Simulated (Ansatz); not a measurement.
# NaF: a single-point run

The task is a single-point run on NaF. The structure is shown as the input types it.

Method: density functional or hybrid calculation with the settings of its input, plane waves (as first typed), in Ansatz 0.2.0.

## 1. The structure to begin with

Symmetry: Fm-3m, No. 225, cubic system. Conventional cell: a = 4.594 Å, b = 4.594 Å, c = 4.594 Å, α = 90.00°, β = 90.00°, γ = 90.00°. Around Na (site symmetry m-3m) lie 6 F at 2.30 Å. Around F (site symmetry m-3m) lie 6 Na at 2.30 Å.

Coordinates:

```
CELL_PARAMETERS angstrom
0.00000 2.29724 2.29724
2.29724 0.00000 2.29724
2.29724 2.29724 0.00000
ATOMIC_POSITIONS crystal
Na 0.00000 0.00000 0.00000
F 0.50000 0.50000 0.50000
```

## 2. Running it

The input, input.yaml:

```yaml
crystal:
  lattice:
    - [0.0, 2.2972417802, 2.2972417802]
    - [2.2972417802, 0.0, 2.2972417802]
    - [2.2972417802, 2.2972417802, 0.0]
  atoms:
    - { symbol: Na, position: [0.0, 0.0, 0.0] }
    - { symbol: F, position: [0.5, 0.5, 0.5] }
kpoints:
  mp_grid: { grid: [6, 6, 6] }
hamiltonian:
  xc: pbe
scf:
  occupations: { method: fixed }
  n_extra_bands: 4
  max_iter: 100
output:
  forces: true
  stress: true
  eigenvalues: true
basis:
  ecutwfc: 160
```

On the command line:

```sh
$ ansatz run input.yaml --threads 4 --pin off --max-ram 3686MiB --backend cpu --events-out ev --progress --plain --runs-dir out
```

**Question.** How will this run end, and is anything wrong with its input?

This run ends as converged, with warnings (cutoff below recommended). Its log warns: «basis.ecutwfc = 160 eV is below the records' recommended 420 eV ...»

In the input, basis.ecutwfc is 160. The cutoff lies far under what these potentials need. The potentials' recommended cutoff is 420 eV.

To check: delete basis.ecutwfc (the default then holds).
